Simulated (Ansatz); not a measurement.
# CH5GeO2: the cost of one run

Computed with Ansatz 0.2.0, Gaussian basis. Level: functionals in def2-TZVPP, the program's frozen cores in correlated methods.

The runs, in order: PBE-D4, r2SCAN-D4, PBE0-D4, B3LYP-D4, ωB97X-V, ωB97M-V, B2PLYP; CCSD(T)/def2-TZVPP; MP2/def2-QZVPP; extrapolation to the limit.

**1. The geometry**

The geometry comes from an earlier relaxation with PBE0-D4 in a triple-zeta def2 set; it is a stationary point, not always the lowest conformer.

SMILES `C[O][GeH][OH]`, 9 atoms, charge 0, spin multiplicity 2.

Atoms are counted from 1 here; the program's logs count them from 0.

Bond lengths: C1–O2 1.411 Å, C1–H5 1.092 Å, C1–H6 1.096 Å, C1–H7 1.094 Å, O2–Ge3 1.770 Å, Ge3–O4 1.790 Å, Ge3–H8 1.564 Å, O4–H9 0.960 Å. Angles: O2–C1–H5 107.6°, O2–C1–H6 111.3°, O2–C1–H7 112.1°, H5–C1–H6 108.2°, H5–C1–H7 108.7°, H6–C1–H7 108.8°, C1–O2–Ge3 121.5°, O2–Ge3–O4 103.5°, O2–Ge3–H8 103.3°, O4–Ge3–H8 110.8°, Ge3–O4–H9 113.3°.

**2. PBE-D4 (GGA)**

Contents of in.yaml:

```yaml
crystal:
  periodic: [false, false, false]
  atoms:
    - {symbol: C, position_ang: [-1.420751, 0.156611, 0.290698]}
    - {symbol: O, position_ang: [-0.277019, -0.323508, 0.963215]}
    - {symbol: Ge, position_ang: [1.184187, -0.794783, 0.082488]}
    - {symbol: O, position_ang: [1.406827, 0.532472, -1.098279]}
    - {symbol: H, position_ang: [-2.055330, 0.651296, 1.029700]}
    - {symbol: H, position_ang: [-1.992899, -0.663878, -0.157465]}
    - {symbol: H, position_ang: [-1.165675, 0.877203, -0.492114]}
    - {symbol: H, position_ang: [2.295733, -0.752441, 1.182324]}
    - {symbol: H, position_ang: [2.024916, 0.317018, -1.800567]}
basis:
  gaussian: {orbitals: def2-TZVPP}
magnetization: {spin_polarized: true, initial_magnetization: 1}
hamiltonian: {xc: pbe, dispersion: d4}
output: {forces: true, orbitals: {seedname: orbitals}}
```

Command:

```sh
> ansatz run in.yaml --threads 2 --pin off --events-out ev --progress --plain --max-ram 32768MiB --backend cpu
```

**Question.** How long does this run take on 2 threads of AMD EPYC 7R13, shared host, and how much memory does it need?

About 6 s, with a peak of 0.31 GiB.
